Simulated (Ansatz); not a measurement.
**NbRu3: response to strain**

Aim: deform NbRu3 (equal xx and yy strain of +2 %) and compute stress, forces and field gradients with LAPW, PAW and all-electron datasets made for the crystal.

Program: Ansatz 0.2.0. Level of theory: DFT LDA, scalar-relativistic. These are calculated values, not measurements.

## (1) The system as given

It takes space group Pm-3m (No. 221, cubic). The conventional cell has a = 3.880 Å, b = 3.880 Å, c = 3.880 Å, α = 90.00°, β = 90.00°, γ = 90.00°. Nb (site symmetry m-3m) has 12 Ru at 2.74 Å as nearest neighbours. Ru (site symmetry 4/mmm) has 4 Nb at 2.74 Å and 8 Ru at 2.74 Å as nearest neighbours.

Structure file:

```xyz
4
Lattice="3.8800 0.0000 0.0000 0.0000 3.8800 0.0000 0.0000 0.0000 3.8800" Properties=species:S:1:pos:R:3 pbc="T T T"
Nb    0.0000    0.0000    0.0000
Ru    0.0000    1.9400    1.9400
Ru    1.9400    0.0000    1.9400
Ru    1.9400    1.9400    0.0000
```

Atoms are numbered in the order of the input: Nb1, Ru2, Ru3, Ru4.

## (2) The deformed structure

Space group Pm-3m before, P4/mmm after.

## (3) All-electron LAPW

The input, input.yaml:

```yaml
crystal:
  lattice:
    - [3.9576, 0.0, 0.0]
    - [0.0, 3.9576, 0.0]
    - [0.0, 0.0, 3.88]
  atoms:
    - { symbol: Nb, position: [0.0, 0.0, 0.0] }
    - { symbol: Ru, position: [0.0, 0.5, 0.5] }
    - { symbol: Ru, position: [0.5, 0.0, 0.5] }
    - { symbol: Ru, position: [0.5, 0.5, 0.0] }
kpoints:
  mp_grid: { grid: [9, 9, 9] }
  band_path:
    path:
      - [0.0, 0.0, 0.0]
      - [0.0, 0.5, 0.0]
      - [0.5, 0.5, 0.0]
      - [0.0, 0.0, 0.0]
      - [0.0, 0.0, 0.5]
      - [0.0, 0.5, 0.5]
      - [0.5, 0.5, 0.5]
      - [0.0, 0.0, 0.5]
      - [0.0, 0.5, 0.0]
    npoints: 5
scf:
  occupations: { method: fermi_dirac, width: 0.05 }
hamiltonian:
  xc: lda
  pseudopotentials: { kind: all_electron, lapw: { basis_error: 0.001 } }
output:
  forces: true
  stress: true
  eigenvalues: true
```

The run is started by

```console
$ ansatz run input.yaml --threads 1 --pin off --max-ram 4096MiB --backend cpu --events-out ev --progress --plain --runs-dir out
```

## (4) Frozen-core PAW

The input, input.yaml:

```yaml
crystal:
  lattice:
    - [3.9576, 0.0, 0.0]
    - [0.0, 3.9576, 0.0]
    - [0.0, 0.0, 3.88]
  atoms:
    - { symbol: Nb, position: [0.0, 0.0, 0.0] }
    - { symbol: Ru, position: [0.0, 0.5, 0.5] }
    - { symbol: Ru, position: [0.5, 0.0, 0.5] }
    - { symbol: Ru, position: [0.5, 0.5, 0.0] }
kpoints:
  mp_grid: { grid: [9, 9, 9] }
scf:
  occupations: { method: fermi_dirac, width: 0.05 }
hamiltonian:
  xc: lda
  pseudopotentials: { kind: paw }
output:
  forces: true
  stress: true
  eigenvalues: true
  efg: { contact_densities: true }
  write_density: true
  write_potential: true
  elf: true
  volumetric_format: npy
```

## (5) Datasets made for this crystal

Edit input.yaml of step 4 so:

```diff
@@ -16,3 +16,3 @@
   xc: lda
-  pseudopotentials: { kind: paw }
+  pseudopotentials: { kind: all_electron, datasets: crystal }
 output:
@@ -22,5 +22 @@
   efg: { contact_densities: true }
-  write_density: true
-  write_potential: true
-  elf: true
-  volumetric_format: npy
```

(Steps that only read results are left out.)

Before running it: what results should come out? Wanted: pressure; largest shear or deviatoric stress.

The runs gave:

| quantity | value |
| --- | --- |
| pressure | LAPW -20.65, PAW -20.71, crystal datasets -20.65 GPa |
| largest shear or deviatoric stress (LAPW) | 1.83 GPa |

What this shows: The largest part of the stress beyond the pressure is 1.83 GPa in size, in the zz component; the atoms are carried along and not relaxed. No run of the undeformed cell stands beside it, so the pressure holds what the given cell had before the change. PAW: stress within 0.06 GPa of LAPW. Crystal datasets: stress within 0.01 GPa of LAPW.
